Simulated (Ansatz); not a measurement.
# C2H4NOSi (SMILES C[SiH]N=C=O) at UB3LYP/6-31G(d) (spherical functions)

Aim: the vertical ionisation energy of C2H4NOSi at UB3LYP/6-31G* (spherical functions), from 2 runs. 

The calculation is run with Ansatz 0.2.0.

104 further runs of the same task are left out: 104 set aside as unsound or not needed.

**1. The structure to begin with**

C2H4NOSi: 9 atoms, total charge 0, spin state doublet. As SMILES, `C[SiH]N=C=O`. The shape is that of a PBE0-D4/def2-TZVP optimisation. This is one conformer, not always the lowest.

Bond lengths: C1–Si2 1.865 Å, Si2–N3 1.715 Å, N3–C4 1.195 Å, C4–O5 1.166 Å, C1–H6 1.094 Å, C1–H7 1.091 Å, C1–H8 1.092 Å, Si2–H9 1.490 Å. Some angles: C1–Si2–N3 109.4°, Si2–N3–C4 161.1°, N3–C4–O5 178.3°, C1–Si2–H9 111.9°, N3–Si2–H9 107.3°, Si2–C1–H6 110.2°, Si2–C1–H7 111.1°, Si2–C1–H8 110.1°, H6–C1–H7 108.5°, H6–C1–H8 108.5°.

**2. A single-point energy at UB3LYP/6-31G(d) (spherical functions)**

File input.yaml:

```yaml
crystal:
  periodic: [false, false, false]
  atoms:
    - {symbol: C, position_ang: [-0.230800, 0.936500, 1.233300]}
    - {symbol: Si, position_ang: [-0.019100, 0.717300, -0.606900]}
    - {symbol: "N", position_ang: [0.147000, -0.951200, -0.966600]}
    - {symbol: C, position_ang: [-0.027700, -2.022300, -1.465700]}
    - {symbol: O, position_ang: [-0.174100, -3.081100, -1.930900]}
    - {symbol: H, position_ang: [0.625000, 0.510600, 1.765400]}
    - {symbol: H, position_ang: [-1.138100, 0.442600, 1.585600]}
    - {symbol: H, position_ang: [-0.298200, 1.998600, 1.479400]}
    - {symbol: H, position_ang: [1.204500, 1.402700, -1.110500]}
basis:
  gaussian:
    orbitals: 6-31G_st_-spherical.json
magnetization:
  spin_polarized: true
  initial_magnetization: 1
accuracy: high
output: {orbitals: {seedname: orbitals}}
hamiltonian:
  xc: {name: B3LYP}
```

The basis set 6-31G* is read from a file made from the Basis Set Exchange's data (not shown).

Run with:

```sh
$ ansatz run input.yaml --threads 1 --pin off --max-ram 3480MiB --events-out events.jsonl --progress --plain --runs-dir runs
```

What it wrote:

```text
Warning: RAYON_NUM_THREADS=1 ignored (pool sized by the plan → 1); use --threads N
Functional definition: B3LYP
  name "B3LYP"
  parameter a0 = 0.2
  parameter ax = 0.72
  parameter ac = 0.81
  exchange = (1 - a0 - ax)*slater_x + ax*b88_x + a0*exact_x
  correlation = (1 - ac)*vwn_rpa_c + ac*lyp_c
1822 factors; integrals over basis functions are off by at most 4.8e-9 eV
mean field evaluation 1: about -13544.5425 eV, gradient 4.6e1 eV
mean field evaluation 2: about -13536.2384 eV, gradient 6.3e1 eV
mean field evaluation 4: about -13553.2389 eV, gradient 3.4e0 eV
mean field evaluation 8: about -13553.5064 eV, gradient 7.3e-1 eV
mean field evaluation 16: about -13553.5092 eV, gradient 4.8e-4 eV
mean field -13553.50918906 eV, -498.0822757996 hartree, gradient 8.7e-8 eV, S^2 0.751466; 0 other end points of the search recorded, 0 dependent functions left out
reference -13553.50922543 eV, -498.0822771362 hartree; 23, 22 occupied and 59, 60 virtual orbitals, 1822 factors
Total energy: -13553.50922543 eV, -498.0822771362 hartree
```

Run time: 15 s. Hardware: 1 thread of Arm Neoverse V1, shared host; peak memory 0.38 GiB.

**3. The singlet cation, same level**

File run.yaml:

```yaml
crystal:
  periodic: [false, false, false]
  atoms:
    - {symbol: C, position_ang: [-0.230800, 0.936500, 1.233300]}
    - {symbol: Si, position_ang: [-0.019100, 0.717300, -0.606900]}
    - {symbol: N, position_ang: [0.147000, -0.951200, -0.966600]}
    - {symbol: C, position_ang: [-0.027700, -2.022300, -1.465700]}
    - {symbol: O, position_ang: [-0.174100, -3.081100, -1.930900]}
    - {symbol: H, position_ang: [0.625000, 0.510600, 1.765400]}
    - {symbol: H, position_ang: [-1.138100, 0.442600, 1.585600]}
    - {symbol: H, position_ang: [-0.298200, 1.998600, 1.479400]}
    - {symbol: H, position_ang: [1.204500, 1.402700, -1.110500]}
basis:
  gaussian:
    orbitals: 6-31G_st_-spherical.json
total_charge: 1
accuracy: high
output:
  orbitals: {seedname: orbitals}
hamiltonian:
  xc: {name: B3LYP}
```

The basis set 6-31G* is read from a file made from the Basis Set Exchange's data (not shown).

Run with:

```sh
$ ansatz run run.yaml --threads 1 --pin off --max-ram 3480MiB --events-out events.jsonl --progress --plain --runs-dir runs
```

What it wrote, cut to the lines that bear on the results:

```text
Warning: RAYON_NUM_THREADS=1 ignored (pool sized by the plan → 1); use --threads N
[... 7 set-up lines as earlier in the session ...]
1822 factors; integrals over basis functions are off by at most 4.8e-9 eV
mean field evaluation 1: about -13529.0852 eV, gradient 8.7e1 eV
mean field evaluation 2: about -13483.4663 eV, gradient 1.5e2 eV
mean field evaluation 4: about -13544.6335 eV, gradient 1.9e1 eV
mean field evaluation 8: about -13545.3727 eV, gradient 4.3e-1 eV
mean field evaluation 16: about -13545.5899 eV, gradient 2.4e-4 eV
mean field -13545.58987181 eV, -497.7912462584 hartree, gradient 1.7e-8 eV, S^2 0.000000; 0 other end points of the search recorded, 0 dependent functions left out
reference -13545.58990807 eV, -497.7912475909 hartree; 22, 22 occupied and 60, 60 virtual orbitals, 1822 factors
Total energy: -13545.58990807 eV, -497.7912475909 hartree
```

Wall time 8.7 s (1 thread of Arm Neoverse V1, shared host); peak memory 0.26 GiB.

**4. Summary of results**

At UB3LYP/6-31G* (spherical functions):

```
                                            quantity          value
                      doublet C2H4NOSi: total energy  -498.08228 Eh
doublet C2H4NOSi: HOMO energy (highest over α and β)       -5.56 eV
 doublet C2H4NOSi: LUMO energy (lowest over α and β)       -2.65 eV
                              doublet C2H4NOSi: ⟨S²⟩          0.751
                        singlet cation: total energy  -497.79125 Eh
                         singlet cation: HOMO energy      -13.85 eV
                         singlet cation: LUMO energy      -10.14 eV
                       singlet cation: HOMO–LUMO gap        3.71 eV
  vertical ionisation energy (to the singlet cation)       7.919 eV
```

Removing an electron at fixed nuclei costs 7.92 eV (183 kcal/mol). Only the singlet of the ionised species was computed; a triplet could lie lower.
